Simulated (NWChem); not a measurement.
# InH2F (SMILES [H][In]([H])[F]) at M06-2X-D3(0)/x2c-SVPall-2c (sfX2C)

What is the energy difference between two shapes of InH2F at M06-2X-D3(0)/x2c-SVPall-2c (sfX2C)? 

The results are computed with NWChem 7.3.0.

1 further run of the same task is left out (set aside as unsound or not needed).

### Step 1. The molecule

The species is InH2F (4 atoms), meant as a singlet with charge 0. SMILES: `[H][In]([H])[F]`. The shape comes from GFN2-xTB, which is rough for such elements, and wasn't checked as a minimum.

Bond lengths: In1–F4 1.946 Å, In1–H2 1.692 Å, In1–H3 1.692 Å. Angles: H2–In1–F4 114.5°, H3–In1–F4 114.5°, H2–In1–H3 131.1°.

### Step 2. A single-point energy at M06-2X-D3(0)/x2c-SVPall-2c (sfX2C)

The input, fh2in.nw:

```
start fh2in
title "FH2In M06-2X"
memory 2200 mb
charge 0

geometry units angstrom
zmatrix
  In
  H 1 r2
  H 1 r3 2 a3
  F 1 r4 3 a4 2 d4
variables
  r2 1.692897
  r3 1.691399
  a3 131.09329
  r4 1.945759
  a4 114.52878
  d4 -179.96108
end
end

basis spherical bse
* library x2c-SVPall-2c
end

relativistic
x2c on
end

dft
xc m06-2x
disp vdw 3
grid fine
iterations 100
mulliken
print low
end

task dft energy
```

The run is started by

```
$ nwchem fh2in.nw > fh2in.out
```

The log of the run:

```text
[...]
 Group name             C2v
[...]
 d= 0,ls=0.0,diis     1  -5979.1051243156 -6.13D+03  1.80D-01  7.49D+03     2.5
[...]
 d= 0,ls=0.0,diis     9  -5981.9769701457 -9.13D-08  8.25D-06  7.06D-08    12.1
         Total DFT energy =    -5981.976970145708
      One electron energy =    -8542.092454715268
           Coulomb energy =     2579.440358870727
    Exchange-Corr. energy =     -173.190921435265
 Nuclear repulsion energy =      153.866059780102
    Dispersion correction =       -0.000012646003
[...]
      Total Density - Mulliken Population Analysis
     ---------------------------------------------
    Atom       Charge   Shell Charges
 -----------   ------   -------------------------------------------------------
    1 In  49    48.17   2.00  2.00  2.00  2.00  0.98  0.11  0.45  5.52  0.05  6.07 -0.06  5.82  0.73  0.42 10.02 -0.01  9.89  0.20
    2 H    1     1.15   0.69  0.45  0.01
    3 H    1     1.15   0.69  0.45  0.01
    4 F    9     9.53   1.99  1.10  0.86  3.31  2.26  0.00
[...]
```

Run time: 13 s. Hardware: 1 thread of Intel Xeon 6975P-C (Granite Rapids), shared host; peak memory 0.12 GiB.

### Step 3. The distorted shape at the same level

The input, fh2in.xyz:

```xyz
4
FH2In
In     0.008433     0.172167     0.013701
H      1.793255     0.000935    -0.067173
H     -0.941334     1.381871    -0.095606
F     -1.088160    -1.665370     0.027008
```

The input, fh2in.nw:

```
start fh2in
title "FH2In"
memory stack 880 mb heap 220 mb global 1100 mb

geometry units angstroms noautoz
  load format xyz fh2in.xyz
end

basis spherical bse
  * library x2c-SVPall-2c
end

relativistic
  x2c on
end

dft
  xc m06-2x
  disp vdw 3
  grid fine
  maxiter 100
  mulliken
  print low
end

task dft energy
```

The run is started by

```
$ nwchem fh2in.nw > fh2in.out
```

The log of the run:

```text
[...]
 d= 0,ls=0.0,diis     1  -5979.0745000854 -6.12D+03  1.80D-01  7.48D+03     2.8
[...]
 d= 0,ls=0.0,diis    10  -5981.9558369651 -1.23D-07  2.51D-06  4.23D-08    15.8
         Total DFT energy =    -5981.955836965051
      One electron energy =    -8520.900322808355
           Coulomb energy =     2568.621158481492
    Exchange-Corr. energy =     -173.157660431551
 Nuclear repulsion energy =      143.481004443142
    Dispersion correction =       -0.000016649780
[...]
      Total Density - Mulliken Population Analysis
     ---------------------------------------------
    Atom       Charge   Shell Charges
 -----------   ------   -------------------------------------------------------
    1 In  49    48.18   2.00  2.00  2.00  2.00  1.02  0.10  0.45  5.52  0.05  6.07 -0.06  5.82  0.71  0.43 10.02 -0.01  9.88  0.18
    2 H    1     1.13   0.66  0.46  0.01
    3 H    1     1.15   0.74  0.40  0.01
    4 F    9     9.54   1.99  1.10  0.87  3.29  2.29  0.00
[...]
```

It took 17 s on 1 thread of Intel Xeon 6975P-C (Granite Rapids), shared host; peak memory 0.12 GiB.

### Step 4. What came out

At M06-2X-D3(0)/x2c-SVPall-2c (sfX2C):

| quantity | value |
| --- | --- |
| first shape: total energy | -5981.97697 Eh |
| first shape: dispersion energy | -0.03 kJ/mol |
| distorted shape: total energy | -5981.95584 Eh |
| distorted shape: dispersion energy | -0.04 kJ/mol |
| energy change with the atoms displaced | 0.575 eV |

What this shows: With the atoms displaced the energy rises by 0.58 eV (13.3 kcal/mol). The first shape isn't relaxed at this level, so the change isn't measured from a minimum. Mulliken charges (distorted shape) run from -0.54 on F4 to +0.82 on In1; they depend strongly on the basis.
